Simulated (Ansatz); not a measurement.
# TaN: the cost of one run

Program: Ansatz 0.2.0. Level of theory: DFT PBE+U (U_eff = 8 eV on Ta d), plane waves, PAW, no spin–orbit coupling unless a run says so. These are calculated values, not measurements.

3 further runs of the same task are left out: 3 that didn't finish.

## 1. The structure to begin with

The structure is cubic, space group Fm-3m (No. 225). Conventional cell: a = 4.358 Å, b = 4.358 Å, c = 4.358 Å, α = 90.00°, β = 90.00°, γ = 90.00°. Ta (site symmetry m-3m) is surrounded by 6 N at 2.18 Å. N (site symmetry m-3m) has 6 Ta at 2.18 Å as nearest neighbours.

Coordinates:

```
Ta N
1.0
     0.00000    2.17900    2.17900
     4.35800    2.17900    2.17900
     4.35800    4.35800    0.00000
Ta N
2 2
Direct
  0.50000 0.50000 0.00000
  0.50000 0.50000 0.50000
  0.00000 0.00000 0.00000
  0.00000 0.00000 0.50000
```

An earlier series on this cell reached its lowest free state from «ferrimagnetic site moments held at first, then free», perhaps among other starts.

## 2. Antiferromagnetic start, free

The input, input.yaml:

```yaml
crystal:
  lattice:
    - [0.0, 2.17900131, 2.17900131]
    - [4.35800262, 2.17900131, 2.17900131]
    - [4.35800262, 4.35800262, 0.0]
  atoms:
    - { symbol: Ta, position: [0.5, 0.5, 0.0], spin: 2.0 }
    - { symbol: "N", position: [0.0, 0.0, 0.0] }
    - { symbol: Ta, position: [0.5, 0.5, 0.5], spin: -2.0 }
    - { symbol: "N", position: [0.0, 0.0, 0.5] }
basis:
  ecutwfc: 420
  ecutrho_ratio: 4
kpoints:
  mp_grid: { grid: [7, 7, 7] }
hamiltonian:
  xc: pbe
  hubbard:
    sites:
      - { site: 0, l: d, u_eff: 8.0, starting_ns: [{ spin: up, occupation_matrix: s0up }, { spin: down, occupation_matrix: s0down }] }
      - { site: 2, l: d, u_eff: 8.0, starting_ns: [{ spin: up, occupation_matrix: s2up }, { spin: down, occupation_matrix: s2down }] }
    occupation_matrices:
      s0up:
        matrix:
          - [0.02, 0.0, 0.0, 0.0, 0.0]
          - [0.0, 0.97, 0.0, 0.0, 0.0]
          - [0.0, 0.0, 0.02, 0.0, 0.0]
          - [0.0, 0.0, 0.0, 0.02, 0.0]
          - [0.0, 0.0, 0.0, 0.0, 0.97]
      s0down:
        matrix:
          - [0.02, 0.0, 0.0, 0.0, 0.0]
          - [0.0, 0.02, 0.0, 0.0, 0.0]
          - [0.0, 0.0, 0.02, 0.0, 0.0]
          - [0.0, 0.0, 0.0, 0.02, 0.0]
          - [0.0, 0.0, 0.0, 0.0, 0.02]
      s2up:
        matrix:
          - [0.02, 0.0, 0.0, 0.0, 0.0]
          - [0.0, 0.02, 0.0, 0.0, 0.0]
          - [0.0, 0.0, 0.02, 0.0, 0.0]
          - [0.0, 0.0, 0.0, 0.02, 0.0]
          - [0.0, 0.0, 0.0, 0.0, 0.02]
      s2down:
        matrix:
          - [0.02, 0.0, 0.0, 0.0, 0.0]
          - [0.0, 0.97, 0.0, 0.0, 0.0]
          - [0.0, 0.0, 0.02, 0.0, 0.0]
          - [0.0, 0.0, 0.0, 0.02, 0.0]
          - [0.0, 0.0, 0.0, 0.0, 0.97]
    ns_hold: { iters: 8 }
scf:
  occupations: { method: gaussian, width: 0.05 }
  lower_state_search: "off"
  max_iter: 150
output:
  forces: true
  stress: true
  eigenvalues: true
  populations: true
  hubbard: { sites: [{ site: 0, l: d }, { site: 2, l: d }] }
  write_density: true
  write_potential: true
  elf: true
  volumetric_format: npy
magnetization:
  spin_polarized: true
```

The typed matrices put 0.97 on the chosen orbitals and 0.02 on the others, and are held for 8 cycles.

On the command line:

```
$ ansatz run input.yaml --threads 2 --pin off --max-ram 3072MiB --backend cpu --events-out ev --progress --plain --runs-dir out
```

**Question.** How long does this run take on 2 threads of AMD EPYC 7R43 (Zen 3), shared host, and how much memory does it need?

About 5.9 s, with a peak of 0.46 GiB.
